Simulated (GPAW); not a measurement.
A run of GPAW 26.7.0:

File run.py:

```python
from ase import Atoms
from ase.dft.bandgap import bandgap
from ase.io import write
from ase.units import GPa
from gpaw import GPAW, PW

atoms = Atoms(['Au', 'Al', 'Al', 'Al'],
              cell=[[-2.025333, 2.025333, 4.0566],
                    [2.025333, -2.025333, 4.0566],
                    [2.025333, 2.025333, -4.0566]],
              scaled_positions=[[0.0, 0.0, 0.0],
                                [0.5, 0.5, 0.0],
                                [0.25, 0.75, 0.5],
                                [0.75, 0.25, 0.5]],
              pbc=True)

calc = GPAW(mode=PW(600),
            xc='LDA',
            kpts={'size': (8, 8, 8), 'gamma': True},
            occupations={'name': 'fermi-dirac', 'width': 0.05},
            nbands=22,
            convergence={'density': 1e-05, 'energy': 1e-05},
            maxiter=150,
            txt='gpaw.txt')
atoms.calc = calc
energy = atoms.get_potential_energy()
forces = atoms.get_forces()
stress = atoms.get_stress()
calc.write('gs.gpw')
write('result.traj', atoms)
print(f'Energy: {energy:.6f} eV')
print('Forces (eV/A):')
print(forces.round(4))
print('Stress (GPa):', (stress / GPa).round(3))
print('Fermi level:', round(calc.get_fermi_level(), 4), 'eV')
print(f'Gap: {bandgap(calc)[0]:.4f} eV, direct: {bandgap(calc, direct=True)[0]:.4f} eV')

path = atoms.cell.bandpath('GXYSGZS1NPY1Z,XP', npoints=80, eps=1e-4)
bs_calc = calc.fixed_density(kpts=path, symmetry='off', nbands=36,
                             convergence={'bands': 'CBM+6.0', 'eigenstates': 1e-6}, txt='bands.txt')
bs = bs_calc.band_structure()
bs.write('bs.json')
print(f'Gap on the path: {bandgap(bs_calc)[0]:.4f} eV')
```

Potentials or basis: the program's PAW data sets (release 1.2.1) made for this functional, pw.

Run with:

```sh
$ OMP_NUM_THREADS=1 python run.py
```

Hardware: 1 thread of Arm Neoverse V2, on a shared host.

**Question.** Estimate the wall time of this run.

**Answer.** It took 2.1 min on 1 thread of Arm Neoverse V2, with other jobs on the host, peak memory 0.42 GiB. Counts: scf iterations 16, plane waves 2240, bands 22, k points 59.
